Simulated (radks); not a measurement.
# Mn⁹⁺ in [Ne] 3s2 3p4: an all-electron calculation

An exercise on one series of results from a longer session: the logs are not shown, and one member is left open.

Method: Dirac Kohn-Sham, revPBE, spin-unpolarised, spherical densities, finite nucleus; open shells are shared between the two j in proportion to 2j + 1. Code: radks (a radial shooting solver on a logarithmic mesh, Libxc functionals) version 1.

## The system

* element: manganese (Z = 25)
* charge: +9
* electrons: 16
* configuration: [Ne] 3s2 3p4
* nuclear rms radius: 3.7057 fm

Outer shells as boxes (Hund's rule):

Mn⁹⁺
```
[Ne] core
3s [↑↓]
3p [↑↓][↑ ][↑ ]
```

Set-up of the first run:

The run's settings:

```text
Z 25
configuration [Ne] 3s2 3p4
relativity Dirac
functional pbe_r,pbe
spin unpolarised
j_filling average
nucleus finite rms 3.7057 fm
c 137.035999084
```

Steps of the session up to this table: Self-consistent calculation.

One table of the session follows, with a row left open; its other results are not shown here.

It belongs to the step «Orbitals and density». From the orbitals of this run (lengths in bohr):

| level | <r> | outermost maximum (interpolated) | 90 % within | nodes |
| --- | --- | --- | --- | --- |
| 1s1/2 | 0.06089 | 0.0399 | 0.109 | 0 |
| 2s1/2 | 0.2780 | 0.232 | 0.431 | 1 |
| 2p1/2 | 0.2439 | 0.187 | 0.400 | 0 |
| 2p3/2 | 0.2468 | 0.189 | 0.404 | 0 |
| 3s1/2 | ? | ? | ? | ? |
| 3p1/2 | 0.7721 | 0.694 | 1.15 | 1 |
| 3p3/2 | 0.7775 | 0.699 | 1.16 | 1 |

Q: Estimate the row for 3s1/2 from the others.

**Answer.** <r>: 0.7669; outermost maximum (interpolated): 0.698; 90 % within: 1.12; nodes: 2. In the column «<r>» it lies between 2s1/2 (0.2780) and 3p1/2 (0.7721).

Caveats from the session: Spin polarisation and multiplet splitting are left out.
